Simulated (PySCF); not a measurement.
**Accurate constants of WF, step by step**

Aim: bond length, wavenumber and bond energy of WF near the limit of CCSD(T), built from two basis sets and any small corrections listed.

Method: CCSD(T) on ROHF, scalar-relativistic core potentials; program: PySCF 2.14.0.

### 1 The job

* molecule: WF
* state: sextet, unpaired electrons σ ↑, π ↑↑, δ ↑↑
* smaller basis: W aug-cc-pVDZ-PP with ECP60, F aug-cc-pVDZ
* larger basis: W aug-cc-pVTZ-PP with ECP60, F aug-cc-pVTZ
* frozen core orbitals: 5
* extrapolation: correlation as n⁻³ (n = 2, 3), Hartree–Fock as (n+1)·exp(−9√n)
* corrections: none
* distances (Å): 1.6711, 1.7471, 1.8230, 1.8990, 1.9749, 2.0699, 2.1648
* masses (u): 183.9509, 18.9984
* dissociation limit: W + F

On the command line:

```sh
$ OMP_NUM_THREADS=4 python comp.py task.json out
```

### 2 The runs

What does the calculation give? Wanted: for each run, Re; ωe; ωexe; αe; De.

**Answer**, as computed:

| level | Re (Å) | ωe (cm⁻¹) | ωexe (cm⁻¹) | αe (cm⁻¹) | De (eV) |
| --- | --- | --- | --- | --- | --- |
| CCSD(T)/aug-cc-pVDZ(-PP) | 1.9230 | 622.1 | 2.71 | 0.00154 | 5.452 |
| CCSD(T)/aug-cc-pVTZ(-PP) | 1.9062 | 632.4 | 2.84 | 0.00159 | 5.565 |
| HF/CBS | 1.9086 | 624.0 | 2.65 | 0.00156 | 4.819 |
| MP2/CBS | 1.8989 | 634.4 | 2.84 | 0.00162 | 6.029 |
| CCSD/CBS | 1.9039 | 638.1 | 2.84 | 0.00158 | 5.531 |
| CCSD(T)/CBS | 1.9049 | 635.3 | 2.88 | 0.00160 | 5.603 |

What this shows: The last step gives Re = 1.9049 Å, ωe = 635.3 cm⁻¹ and De = 5.603 eV; the smaller basis alone is off from it by +18.1 mÅ and -0.15 eV. Near the minimum the mean field binds by 4.82 eV and correlation adds 0.78 eV of binding. T1 is 0.026. Spin–orbit coupling and excitations beyond (T) are left out.
